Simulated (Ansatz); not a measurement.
# AlBClH2N: the cost of one run

All numbers below are computed with Ansatz 0.2.0 (RKS PBE0-D4/def2-SVP).

**1. The structure to begin with**

Bond lengths: Cl1–Al2 2.220 Å, Al2–B3 2.086 Å, Al2–N4 1.868 Å, B3–N4 1.554 Å, B3–H5 1.192 Å, N4–H6 1.105 Å. Angles: Cl1–Al2–B3 158.5°, Cl1–Al2–N4 155.7°, B3–Al2–N4 45.9°, Al2–B3–N4 59.6°, Al2–B3–H5 151.8°, N4–B3–H5 148.6°, Al2–N4–B3 74.5°, Al2–N4–H6 102.4°, B3–N4–H6 103.8°.

Structure file:

```xyz
6

Cl   -1.4646   -2.8591    0.2871
Al   -0.3384   -0.9498    0.1654
B     0.6658    0.6588   -0.7041
N     0.4701    0.5946    0.8359
H     1.1053    1.2356   -1.6503
H    -0.3961    1.2560    1.0198
```

**2. Relaxing the start**

Input file input.yaml:

```yaml
crystal:
  periodic: [false, false, false]
  atoms:
    - { symbol: Cl, position_ang: [-1.4646, -2.8591, 0.2871] }
    - { symbol: Al, position_ang: [-0.3384, -0.9498, 0.1654] }
    - { symbol: B, position_ang: [0.6658, 0.6588, -0.7041] }
    - { symbol: "N", position_ang: [0.4701, 0.5946, 0.8359] }
    - { symbol: H, position_ang: [1.1053, 1.2356, -1.6503] }
    - { symbol: H, position_ang: [-0.3961, 1.256, 1.0198] }
basis:
  gaussian: { orbitals: def2-SVP }
hamiltonian:
  xc: pbe0
  dispersion: d4
relax:
  f_tol: 0.02
  max_steps: 40
scf:
  lower_state_search: "off"
output:
  orbitals: {}
```

Launch:

```console
ansatz run input.yaml --threads 1 --pin off --max-ram 2048MiB --backend cpu --events-out ev --progress --plain --runs-dir out
```

**Question.** How long does this run take on 1 thread of an Arm CPU, shared host, and how much memory does it need?

About 21 s, with a peak of 0.15 GiB.
